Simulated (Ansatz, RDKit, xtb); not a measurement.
# Si3H2Cl: a search for the lowest isomer

Only the formula Si3H2Cl is given (odd number of electrons). Aim: find the structure of lowest free energy at 298.15 K, then its properties.

The funnel: GFN2-xTB relaxations, single points with a density functional, relaxations at PBE0-D3(BJ)/pcseg-1, harmonic vibrations, and a last energy at a higher level. All values are calculated.

2 further runs of the same task are left out: 2 that didn't finish.

### 1 Drawing up candidates

A program enumerates the bonding patterns with one Lewis structure each (two rings at most, one unusual centre or charged pair), with their diastereomers. O–O, O–halogen and N–halogen bonds and N–N–N chains are not drawn. That gives 11 candidates.

```csv
label,SMILES,spin
c177,Cl[SiH]1[Si]=[SiH]1,doublet
c221,[SiH]=[Si]=[SiH]Cl,doublet
c254,Cl[Si]1=[SiH][SiH]1,doublet
c417,[SiH2][Si]#[Si]Cl,doublet
c450,[SiH]/[SiH]=[Si]/Cl,doublet
c472,[SiH][Si](=[SiH])Cl,doublet
c675,[Si]=[SiH][SiH]Cl,doublet
c723,[SiH]/[SiH]=[Si]\Cl,doublet
c754,[Si]#[Si][SiH2]Cl,doublet
c831,[Si]=[Si]([SiH2])Cl,doublet
c942,Cl[Si]1=[Si][SiH2]1,doublet
```

Candidates are built by distance geometry, with a force field where one applies, in up to four conformers (letters a to d). 6 starts with atoms placed at random are added, to find patterns that the rules miss.

**Question.** With final energies at CCSD(T)/def2-SVP, which structure will this search put lowest in free energy, and by what margin?

| quantity | value |
| --- | --- |
| lowest structure found | Cl[Si]1=[Si][SiH2]1, doublet, C1 |
| next finalist | [Si]#[Si][SiH2]Cl, doublet, 4.4 kcal/mol higher in G |
| share at equilibrium, among the finalists | 99.9 % |
| harmonic wavenumbers, lowest and highest (PBE0-D3(BJ)/pcseg-1) | 65 and 2220 cm⁻¹ |
| rotational constants, same geometry | 0.184, 0.04841, 0.03911 cm⁻¹ |

The lowest structure found is `Cl[Si]1=[Si][SiH2]1`. The margin of 4.4 kcal/mol over the next finalist is beyond the usual error of the last level; it says nothing of structures that weren't ranked. PBE0-D3(BJ)/pcseg-1 and MP2/def2-SVP already put its bonding pattern lowest among the structures in one piece; HF/def2-SVP favours the doublet [Si]#[Si][SiH2]Cl. A large T1 diagnostic among the finalists warns that one reference determinant may not suffice. It concerns: the winner; the finalist [Si]#[Si][SiH2]Cl (doublet); the finalist [SiH][SiH][Si]Cl (doublet). 4 minima inside the window were never screened. Lowest found is not proven lowest: the search is finite, and each finalist counts with one conformer. Patterns outside the rules of the enumeration were met only by chance.
